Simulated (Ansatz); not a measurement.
# CH5ClGeO: a ladder of functionals and wavefunction methods

The task here is to estimate one member of a computed series from the others.

Computed with Ansatz 0.2.0, Gaussian basis. Level: functionals in def2-TZVPP, the program's frozen cores in correlated methods.

Levels to be run: PBE-D4, r2SCAN-D4, PBE0-D4, B3LYP-D4, ωB97X-V, ωB97M-V, B2PLYP; CCSD(T)/def2-TZVPP; MP2/def2-QZVPP; extrapolation to the limit.

## The relaxed structure

All runs share one geometry, relaxed beforehand with PBE0-D4 in a triple-zeta def2 set.

SMILES `[OH][GeH2][CH2]Cl`, 9 atoms, charge 0, spin multiplicity 1.

Atoms are counted from 1 here; the program's logs count them from 0.

Bond lengths: O1–Ge2 1.777 Å, O1–H5 0.961 Å, Ge2–C3 1.966 Å, Ge2–H6 1.535 Å, Ge2–H7 1.540 Å, C3–Cl4 1.785 Å, C3–H8 1.089 Å, C3–H9 1.089 Å. Angles: Ge2–O1–H5 111.3°, O1–Ge2–C3 107.6°, O1–Ge2–H6 105.1°, O1–Ge2–H7 110.8°, C3–Ge2–H6 111.8°, C3–Ge2–H7 108.9°, H6–Ge2–H7 112.6°, Ge2–C3–Cl4 108.5°, Ge2–C3–H8 111.2°, Ge2–C3–H9 112.4°, Cl4–C3–H8 107.5°, Cl4–C3–H9 107.7°, H8–C3–H9 109.2°.

Coordinates:

```xyz
9
charge 0, multiplicity 1
O    -1.0826    1.2255   -1.0278
Ge    0.4080    0.7956   -0.1617
C     0.0868   -0.9085    0.7640
Cl   -0.4308   -2.1197   -0.4411
H    -1.3820    0.5031   -1.5867
H     0.6404    1.9455    0.8276
H     1.5797    0.6158   -1.1441
H    -0.7124   -0.8139    1.4978
H     0.9814   -1.2900    1.2548
```

The first run:

File in.yaml:

```yaml
crystal:
  periodic: [false, false, false]
  atoms:
    - {symbol: O, position_ang: [-1.082604, 1.225546, -1.027822]}
    - {symbol: Ge, position_ang: [0.407955, 0.795641, -0.161738]}
    - {symbol: C, position_ang: [0.086797, -0.908466, 0.763965]}
    - {symbol: Cl, position_ang: [-0.430806, -2.119662, -0.441086]}
    - {symbol: H, position_ang: [-1.382004, 0.503136, -1.586671]}
    - {symbol: H, position_ang: [0.640428, 1.945530, 0.827600]}
    - {symbol: H, position_ang: [1.579697, 0.615760, -1.144137]}
    - {symbol: H, position_ang: [-0.712353, -0.813901, 1.497778]}
    - {symbol: H, position_ang: [0.981391, -1.289984, 1.254811]}
basis:
  gaussian: {orbitals: def2-TZVPP}
hamiltonian: {xc: pbe, dispersion: d4}
output: {forces: true, orbitals: {seedname: orbitals}}
```

Started as:

```sh
ansatz run in.yaml --threads 4 --pin off --events-out ev --progress --plain --max-ram 10444MiB
```

Steps of the session up to this table: PBE-D4 (GGA); r2SCAN-D4 (meta-GGA); PBE0-D4 (hybrid); B3LYP-D4 (hybrid); ωB97X-V (range-separated); ωB97M-V (range-separated); B2PLYP (double hybrid); CCSD(T) in def2-TZVPP; MP2 in def2-QZVPP.

One table of the session follows, with a row left open; its other results are not shown here.

It belongs to the step «Atomisation energies». 

```
            method  atomisation energy (kJ/mol)
            PBE-D4                       2950.9
         r2SCAN-D4                            ?
           PBE0-D4                       2899.8
          B3LYP-D4                       2892.2
           ωB97X-V                       2928.5
           ωB97M-V                       2913.9
            B2PLYP                       2873.8
     HF/def2-TZVPP                       2063.8
    MP2/def2-TZVPP                       2901.9
   CCSD/def2-TZVPP                       2813.6
CCSD(T)/def2-TZVPP                       2860.3
           MP2/CBS                       2975.0
       CCSD(T)/CBS                       2933.4
```

Q: Estimate the row for r2SCAN-D4 from the others.

The run gave: atomisation energy (kJ/mol): 2922.6. In the column «atomisation energy (kJ/mol)» it lies between ωB97M-V (2913.9) and ωB97X-V (2928.5).
